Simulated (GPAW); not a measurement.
NbSi:

```xyz
2
Lattice="3.1564 0.0000 0.0000 0.0000 3.1564 0.0000 0.0000 0.0000 3.1564" Properties=species:S:1:pos:R:3 pbc="T T T"
Nb    0.0000    0.0000    0.0000
Si    1.5782    1.5782    1.5782
```

The cell was built by a generator and needn't be a form met in nature.

Base run:

| Quantity | Value |
| --- | --- |
| Program | GPAW 26.7.0 |
| Functional | revPBE |
| Potentials or basis | the program's PAW data sets (release 1.2.1) made for this functional |
| Cutoff | 600 eV |
| Basis | pw |
| k mesh | 8 × 8 × 8 |
| Occupations | fermi-dirac, width 0.05 eV |
| Spin | no spin polarisation |

Its results: pressure 1.6 GPa.

Q: After a change of settings the same cell gave: pressure 2.3 GPa. Which change was it?
A. functional from revPBE to AM05; potentials or basis from the program's PAW data sets (release 1.2.1) made for this functional to PAW data sets generated in the run's folder for this functional
B. functional from revPBE to LDA
C. functional from revPBE to TPSS; potentials or basis from the program's PAW data sets (release 1.2.1) made for this functional to GPAW PAW data sets (gpaw-data 1.2.1)
D. functional from revPBE to RPBE

A: D.

Runs at the PBE level aren't shown here.
